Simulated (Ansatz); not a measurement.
# In3C2: the cost of one run

Computed with Ansatz 0.2.0 (DFT PBE, scalar-relativistic, plane waves, PAW, unless a step's input says otherwise).

2 further runs of the same task are left out: 1 that didn't finish, 1 set aside as unsound or not needed.

### Step 1. Starting point

It takes space group R-3m (No. 166, trigonal). The conventional cell has a = 3.540 Å, b = 3.540 Å, c = 24.615 Å, α = 90.00°, β = 90.00°, γ = 120.00°. In (site symmetry -3m) is surrounded by 6 C at 2.62 Å. In (site symmetry 3m) is surrounded by 3 C at 2.48 Å. Around C (site symmetry 3m) lie 6 In at 2.48 to 2.62 Å.

Coordinates:

```cif
data_structure
_symmetry_space_group_name_H-M 'R-3m:H'
_symmetry_Int_Tables_number 166
_cell_length_a 3.5400
_cell_length_b 3.5400
_cell_length_c 24.6148
_cell_angle_alpha 90.000
_cell_angle_beta 90.000
_cell_angle_gamma 120.000
_cell_volume 267.14
loop_
_atom_site_label
_atom_site_type_symbol
_atom_site_symmetry_multiplicity
_atom_site_Wyckoff_symbol
_atom_site_fract_x
_atom_site_fract_y
_atom_site_fract_z
_atom_site_occupancy
In1 In 3 a 0.00000 0.00000 0.00000 1
In2 In 6 c 0.00000 0.00000 0.20950 1
C1 C 6 c 0.33333 0.66667 0.06667 1
```

(A quick probe on a coarse mesh, which set the mesh and smearing, is not shown.)

### Step 3. Rough relaxation on the coarse mesh

input.yaml reads:

```yaml
crystal:
  lattice:
    - [1.7700165017, 1.0219195037, 8.2049243363]
    - [-1.7700165017, 1.0219195037, 8.2049243363]
    - [0.0, -2.0438390074, 8.2049243363]
  atoms:
    - { symbol: In, position: [0.0, 0.0, 0.0] }
    - { symbol: In, position: [0.2095, 0.2095, 0.2095] }
    - { symbol: In, position: [0.7905, 0.7905, 0.7905] }
    - { symbol: C, position: [0.4, 0.4, 0.4] }
    - { symbol: C, position: [0.6, 0.6, 0.6] }
basis:
  ecutwfc: 420
kpoints:
  mp_grid: { grid: [6, 6, 6] }
hamiltonian:
  xc: pbe
scf:
  occupations: { method: gaussian, width: 0.1 }
  lower_state_search: "off"
output:
  forces: true
  stress: true
  eigenvalues: true
relax:
  adjacent_minimum: "off"
  f_tol: 0.04
  max_steps: 70
  cell: { stress_tol: 0.4 }
```

On the command line:

```sh
> ansatz run input.yaml --threads 1 --pin off --max-ram 2560MiB --backend cpu --events-out ev --progress --plain --runs-dir out
```

Q: Estimate wall time and peak memory on 1 thread of Arm Neoverse V1, shared host.

About 35 s, with a peak of 0.38 GiB.
